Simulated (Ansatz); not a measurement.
# CH₃BSe: a ladder of functionals and wavefunction methods

An exercise on one series of results from a longer session: the logs are not shown, and one member is left open.

Program: Ansatz 0.2.0, Gaussian basis. Level of theory: functionals in def2-TZVPP, the program's frozen cores in correlated methods. These are calculated values, not measurements.

The runs, in order: LDA (SPW92), PBE-D4, revPBE-D4, BLYP-D4, r2SCAN-D4, B97M-V, PBE0-D4, B3LYP-D4, r2SCANh-D4, r2SCAN0-D4, HSE06-D4, BHLYP-D4, CAM-B3LYP-D4, LC-ωPBE, ωB97X-V, ωB97M-V, B2PLYP, PBE-QIDH; CCSD(T)/def2-SVP; CCSD(T)/def2-TZVPP; MP2/def2-QZVPP; extrapolation to the limit; RPA on PBE.

## Structure used throughout

An earlier PBE0-D4 in a triple-zeta def2 set relaxation fixed the geometry.

SMILES `B1C[Se]1`, 6 atoms, charge 0, spin multiplicity 1.

Atoms are counted from 1 here; the program's logs count them from 0.

Bond lengths: B1–C2 1.525 Å, B1–Se3 1.882 Å, B1–H4 1.182 Å, C2–Se3 2.020 Å, C2–H5 1.086 Å, C2–H6 1.086 Å. Angles: C2–B1–Se3 71.9°, C2–B1–H4 147.1°, Se3–B1–H4 141.0°, B1–C2–Se3 62.3°, B1–C2–H5 121.3°, B1–C2–H6 121.3°, Se3–C2–H5 113.2°, Se3–C2–H6 113.2°, H5–C2–H6 113.6°, B1–Se3–C2 45.8°.

Set-up of the first run:

Input file in.yaml:

```yaml
crystal:
  periodic: [false, false, false]
  atoms:
    - {symbol: B, position_ang: [-0.553537, -0.632304, -0.316633]}
    - {symbol: C, position_ang: [0.259346, 0.576989, 0.133639]}
    - {symbol: Se, position_ang: [1.007850, -1.258039, 0.526724]}
    - {symbol: H, position_ang: [-1.531492, -1.028020, -0.850623]}
    - {symbol: H, position_ang: [0.863550, 1.144519, -0.568000]}
    - {symbol: H, position_ang: [-0.003616, 1.132855, 1.028793]}
basis:
  gaussian: {orbitals: def2-TZVPP}
hamiltonian: {xc: lda}
output: {orbitals: {seedname: orbitals}}
```

The run is started by

```bash
> ansatz run in.yaml --threads 2 --pin off --events-out ev --progress --plain --max-ram 4352MiB
```

Steps of the session up to this table: LDA; PBE-D4 (GGA); revPBE-D4 (GGA); BLYP-D4 (GGA); r2SCAN-D4 (meta-GGA); B97M-V (meta-GGA); PBE0-D4 (hybrid); B3LYP-D4 (hybrid); r2SCANh-D4 (hybrid); r2SCAN0-D4 (hybrid); HSE06-D4 (hybrid); BHLYP-D4 (hybrid); CAM-B3LYP-D4 (range-separated); LC-ωPBE (range-separated); ωB97X-V (range-separated); ωB97M-V (range-separated); B2PLYP (double hybrid); PBE-QIDH (double hybrid).

One table of the session follows, with a row left open; its other results are not shown here.

It belongs to the step «Orbital energies across the functionals». 

```
  functional  HOMO (eV)  LUMO (eV)  gap (eV)
 LDA (SPW92)      -6.31      -2.55      3.76
      PBE-D4      -6.16      -2.31      3.85
   revPBE-D4          ?          ?         ?
     BLYP-D4      -5.98      -2.14      3.83
   r2SCAN-D4      -6.36      -2.02      4.34
      B97M-V      -6.37      -2.00      4.38
     PBE0-D4      -7.20      -1.41      5.80
    B3LYP-D4      -6.97      -1.59      5.38
  r2SCANh-D4      -6.75      -1.70      5.05
  r2SCAN0-D4      -7.34      -1.23      6.11
    HSE06-D4      -6.81      -1.79      5.02
    BHLYP-D4      -8.07      -0.39      7.69
CAM-B3LYP-D4      -8.42      -0.30      8.12
     LC-ωPBE      -9.76       0.80     10.56
     ωB97X-V      -9.42       0.74     10.16
     ωB97M-V      -9.31       0.55      9.85
```

Q: Estimate the row for revPBE-D4 from the others.

As computed: HOMO (eV): -6.11; LUMO (eV): -2.22; gap (eV): 3.89. In the column «HOMO (eV)» it lies between PBE-D4 (-6.16) and BLYP-D4 (-5.98).
